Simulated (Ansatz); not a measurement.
# SnO (SMILES [O]=[Sn]): levels of theory compared

We compute a comparison of 6 runs (UPBE/STO-3G, r2SCAN/STO-3G, MP2/STO-3G, UMP2/STO-3G, CCSD(T)/STO-3G, UCCSD(T)/STO-3G) of SnO. 

Program for the calculation: Ansatz 0.2.0.

55 further runs of the same task are left out: 20 that didn't finish, 35 set aside as unsound or not needed.

## (1) The molecule

SnO has 2 atoms, charge 0, and is taken as a singlet. As SMILES, `[O]=[Sn]`. The Sn2–O1 distance was set to 2.705 Å, away from the relaxed value.

Bond lengths: O1–Sn2 2.705 Å.

## (2) The energy at UPBE/STO-3G (run 1)

job.yaml

```yaml
crystal:
  periodic: [false, false, false]
  atoms:
    - {symbol: O, position_ang: [0.000000, 0.000000, -0.901820]}
    - {symbol: Sn, position_ang: [0.000000, 0.000000, 1.803580]}
basis:
  gaussian: {orbitals: STO-3G}
magnetization: {spin_polarized: true, initial_magnetization: 0}
hamiltonian: {xc: {name: PBE}}
accuracy: high
```

Started as:

```sh
$ ansatz run job.yaml --threads 1 --pin off --max-ram 2610MiB --events-out events.jsonl --progress --plain --runs-dir runs
```

The log of the run:

```text
Warning: RAYON_NUM_THREADS=1 ignored (pool sized by the plan → 1); use --threads N
Functional definition: PBE
  name "PBE"
  parameter kappa = 0.804
  parameter beta = 0.06672455060314922
  exchange = pbe_x(kappa = kappa, mu = beta*pi^2/3)
  correlation = pbe_c(beta = beta)
547 factors; integrals over basis functions are off by at most 3.3e-8 eV
mean field evaluation 1: about -164295.9612 eV, gradient 3.4e1 eV
mean field evaluation 2: about -164142.7753 eV, gradient 2.6e1 eV
mean field evaluation 4: about -164275.7572 eV, gradient 2.0e1 eV
mean field evaluation 8: about -164318.5747 eV, gradient 2.7e-1 eV
mean field evaluation 16: about -164318.5378 eV, gradient 8.4e-9 eV
mean field evaluation 32: about -164318.6715 eV, gradient 5.5e-2 eV
mean field evaluation 64: about -164317.7362 eV, gradient 1.4e0 eV
mean field evaluation 96: about -164315.7219 eV, gradient 2.6e0 eV
mean field evaluation 128: about -164316.3130 eV, gradient 2.6e0 eV
mean field evaluation 160: about -164317.8261 eV, gradient 5.7e0 eV
mean field evaluation 192: about -164314.2826 eV, gradient 2.4e1 eV
mean field -164319.16512852 eV, -6038.6179389425 hartree, gradient 8.6e-9 eV, S^2 1.170982; 13 other end points of the search recorded, 0 dependent functions left out
reference -164319.16513019 eV, -6038.6179390039 hartree; 29, 29 occupied and 3, 3 virtual orbitals, 547 factors
Total energy: -164319.16513019 eV, -6038.6179390039 hartree
```

Wall time 16 s (1 thread of Arm Neoverse V2, shared host); peak memory 0.12 GiB.

## (3) The energy at r2SCAN/STO-3G (run 2)

run.yaml

```yaml
crystal:
  periodic: [false, false, false]
  atoms:
    - {symbol: O, position_ang: [0.000000, 0.000000, -0.901820]}
    - {symbol: Sn, position_ang: [0.000000, 0.000000, 1.803580]}
basis:
  gaussian: {orbitals: STO-3G}
hamiltonian: {xc: {name: r2SCAN}}
accuracy: high
```

Started as:

```sh
$ ansatz run run.yaml --threads 1 --pin off --max-ram 2610MiB --events-out events.jsonl --progress --plain --runs-dir runs
```

The log of the run (excerpt; [...] marks lines left out):

```text
Warning: RAYON_NUM_THREADS=1 ignored (pool sized by the plan → 1); use --threads N
Functional definition: r2SCAN
  name "r2SCAN"
[...]
547 factors; integrals over basis functions are off by at most 3.3e-8 eV
[...]
mean field -164340.83154119 eV, -6039.4141649222 hartree, gradient 8.7e-9 eV, S^2 0.000000; 6 other end points of the search recorded, 0 dependent functions left out
reference -164340.83154147 eV, -6039.4141649325 hartree; 29, 29 occupied and 3, 3 virtual orbitals, 547 factors
Total energy: -164340.83154147 eV, -6039.4141649325 hartree
```

It took 13 s on 1 thread of Arm Neoverse V2, shared host; peak memory 0.12 GiB.

## (4) A single-point energy at MP2/STO-3G (run 3)

molecule.yaml

```yaml
crystal:
  periodic: [false, false, false]
  atoms:
    - symbol: O
      position_ang: [0.000000, 0.000000, -0.901820]
    - symbol: Sn
      position_ang: [0.000000, 0.000000, 1.803580]
basis:
  gaussian: {orbitals: STO-3G}
magnetization: {spin_polarized: false, initial_magnetization: 0}
correlation: {method: mp2, frozen_orbitals: {O: 1, Sn: 18}}
accuracy: high
```

Started as:

```sh
$ ansatz run molecule.yaml --threads 1 --pin off --max-ram 2610MiB --events-out events.jsonl --progress --plain --runs-dir runs
```

The log of the run (excerpt; [...] marks lines left out):

```text
Warning: RAYON_NUM_THREADS=1 ignored (pool sized by the plan → 1); use --threads N
Functional definition: HF
  name "HF"
[...]
547 factors; integrals over basis functions are off by at most 3.3e-8 eV
[...]
mean field -164271.06711301 eV, -6036.8503694746 hartree, gradient 1.2e-8 eV, S^2 0.000000; 11 other end points of the search recorded, 0 dependent functions left out; unrestricted orbitals would lower it
unrestricted determinant -164274.10031617 eV, -6036.9618376347 hartree, S^2 1.6795
19 core orbitals not correlated: weight in the atoms' cores, before any rotation towards them, 1.000 or more for the frozen orbitals, at most 0.000 for the correlated occupied ones
reference -164271.06711301 eV, -6036.8503694746 hartree; 10, 10 occupied and 3, 3 virtual orbitals, 547 factors
second order -1.02596873 eV of doubles, -0.00000000 eV of singles
WARN: the method's energy lies above the unrestricted determinant's, so it is not that of the lowest state
Total energy: -164272.09308174 eV, -6036.8880731302 hartree
```

Wall time 2.1 s (1 thread of Arm Neoverse V2, shared host); peak memory 0.096 GiB.

Runs 4 to 5 aren't shown in full; the table further down has their settings and results.

## (5) The energy at UCCSD(T)/STO-3G (run 6)

run.yaml

```yaml
crystal:
  periodic: [false, false, false]
  atoms:
    - symbol: O
      position_ang: [0.000000, 0.000000, -0.901820]
    - symbol: Sn
      position_ang: [0.000000, 0.000000, 1.803580]
basis:
  gaussian:
    orbitals: STO-3G
magnetization:
  spin_polarized: true
  initial_magnetization: 0
correlation:
  method: ccsd_t
  frozen_orbitals: {O: 1, Sn: 18}
accuracy: high
scf:
  omitted_lower_state_checks: [cluster_reference, increment]
```

Started as:

```sh
$ ansatz run run.yaml --threads 1 --pin off --max-ram 2610MiB --events-out events.jsonl --progress --plain --runs-dir runs
```

The log of the run:

```text
Warning: RAYON_NUM_THREADS=1 ignored (pool sized by the plan → 1); use --threads N
[... 19 lines left out ...]
19 core orbitals not correlated: weight in the atoms' cores, before any rotation towards them, 1.000 or more for the frozen orbitals, at most 0.000 for the correlated occupied ones
[... 64 lines left out ...]
Total energy: -164276.77511282 eV, -6037.0601345987 hartree
Checks for a lower state left out: cluster_reference, increment
```

Run time: 5.4 s. Hardware: 1 thread of Arm Neoverse V2, shared host; peak memory 0.11 GiB.

## (6) Overview of the runs

```tsv
run	level	frozen core orbitals	energy (Eh)	wall time
1	UPBE/STO-3G	–	-6038.617939	16 s
2	r2SCAN/STO-3G	–	-6039.414165	13 s
3	MP2/STO-3G	19	-6036.888073	2.1 s
4	UMP2/STO-3G	19	-6037.029330	4.8 s
5	CCSD(T)/STO-3G	19	-6036.904181	1.8 s
6	UCCSD(T)/STO-3G	19	-6037.060135	5.4 s
```

## (7) Results

```
                                           quantity           value
                                run 6: total energy  -6037.06013 Eh
run 6: correlation energy (19 core orbitals frozen)       -38.9 mEh
                              run 6: (T) correction       -5.73 mEh
           run 6: ⟨S²⟩ of the reference determinant           1.985
                               run 6: T1 diagnostic           0.114
```

In words: Totals of different functionals can't be ranked against each other. In runs 3, 5 the log says that unrestricted orbitals would lower the reference, so the values rest on an unstable closed-shell determinant (other closed-shell runs at this shape may share the fault). In runs 1, 2, 3, 4, 5, 6 the basis is minimal, so the values are rough. In runs 1, 2, 3, 4, 5, 6 relativity is left out where basis or elements ask for it. Spin contamination of the reference: run 4 ⟨S²⟩ = 1.98, run 6 ⟨S²⟩ = 1.98, run 1 ⟨S²⟩ = 1.17. Where it is this large, the reference is a mixture of spin states, and values that rest on it are in doubt. All runs together took 43 s, the longest 16 s.
